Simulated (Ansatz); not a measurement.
CHAlFN, SMILES [F][Al]1[CH]=[N]1, a single point in a Gaussian basis

Run with Ansatz 0.2.0, Python API.

The script reads `chalfn.xyz`:
```text
5

F    -2.01330   -1.12220    1.08980
Al   -0.71070   -0.14780    0.34330
C     0.81950    0.16680   -0.44480
N     0.19490    1.32140   -0.18850
H     1.75950   -0.29190   -0.84120
```

`chalfn_energy.py`
```python
"""Single point of CHAlFN in a Gaussian basis."""

import ansatz as az
import numpy as np


def main() -> None:
    chalfn = az.Crystal.molecule_from_extxyz("chalfn.xyz")

    base = chalfn.calculation().basis(gaussian="def2-SVPD").functional("b3lyp", dispersion="d3bj").forces()
    trace = []
    done = base.session().plan().execute(on_event=trace.append)
    rep = done.report
    for event in trace:
        if event["event"] == "mean_field_evaluation" and event["data"]["evaluation"] <= 25:
            print("pass {evaluation:3d}  E = {energy_ev:.6f} eV  gradient {gradient_ev:.1e}".format(**event["data"]))

    print(f"E = {rep['free_energy_ev']:.6f} eV = {rep['free_energy_ev'] / 27.211386246:.7f} Ha")
    print("converged:", rep["converged"], " doubts:", rep["published_state_doubts"] or "none")

    symbols = [site.symbol for site in chalfn.cartesian_sites]
    forces = np.array(rep["forces_ev_ang"])
    print("largest force", round(float(np.linalg.norm(forces, axis=1).max()), 4), "eV/A, rms", round(float(np.sqrt((forces ** 2).mean())), 4))

    charges = rep["charge_distribution"]
    print("dipole moment", round(4.803205 * float(np.linalg.norm(charges["dipole_moment_e_ang"])), 3), "D")
    print("Mulliken:", [(s, round(q, 3)) for s, q in zip(symbols, charges["mulliken_charges_e"])])


if __name__ == "__main__":
    main()
```

```console
$ python chalfn_energy.py
pass   1  E = -11842.158098 eV  gradient 6.2e+01
pass   2  E = -11808.947838 eV  gradient 1.3e+02
pass   3  E = -11849.889563 eV  gradient 1.9e+01
pass   4  E = -11850.242325 eV  gradient 1.6e+01
pass   5  E = -11850.703690 eV  gradient 1.8e+00
pass   6  E = -11850.711460 eV  gradient 1.1e+00
pass   7  E = -11850.713590 eV  gradient 2.6e-01
pass   8  E = -11850.713765 eV  gradient 3.3e-02
pass   9  E = -11850.759358 eV  gradient 2.0e-01
pass  10  E = -11850.759440 eV  gradient 3.1e-02
pass  11  E = -11850.759443 eV  gradient 4.6e-03
pass  12  E = -11850.759443 eV  gradient 8.5e-04
pass  13  E = -11850.759442 eV  gradient 1.6e-03
pass  14  E = -11850.759442 eV  gradient 1.8e-04
pass  15  E = -11850.759442 eV  gradient 8.4e-05
pass  16  E = -11850.759442 eV  gradient 3.2e-05
pass  17  E = -11850.759442 eV  gradient 3.2e-05
E = -11850.898565 eV = -435.5124894 Ha
converged: True  doubts: none
largest force 4.9395 eV/A, rms 1.5819
dipole moment 1.105 D
Mulliken: [('F', -0.633), ('Al', 0.914), ('C', 0.434), ('N', -0.49), ('H', -0.224)]
```

Notes:
- Total energies depend on the basis set; only differences at equal settings carry meaning.
- The geometry is a force-field or estimated start, not a minimum of this method, and the basis set is short of its limit.
- b3lyp holds the VWN-RPA fit, as in Gaussian; the form of ORCA and Turbomole is b3lyp5.
- Mulliken charges are unreliable in a basis with diffuse functions.
- Early passes use coarser integrals and grids, so their energies can't be compared with the last.
- The whole script took 2.9 s on 1 thread of Arm Neoverse V2 (shared host), peak memory 0.23 GiB.

(Lines on the test bed's own set-up are left out of the output.)
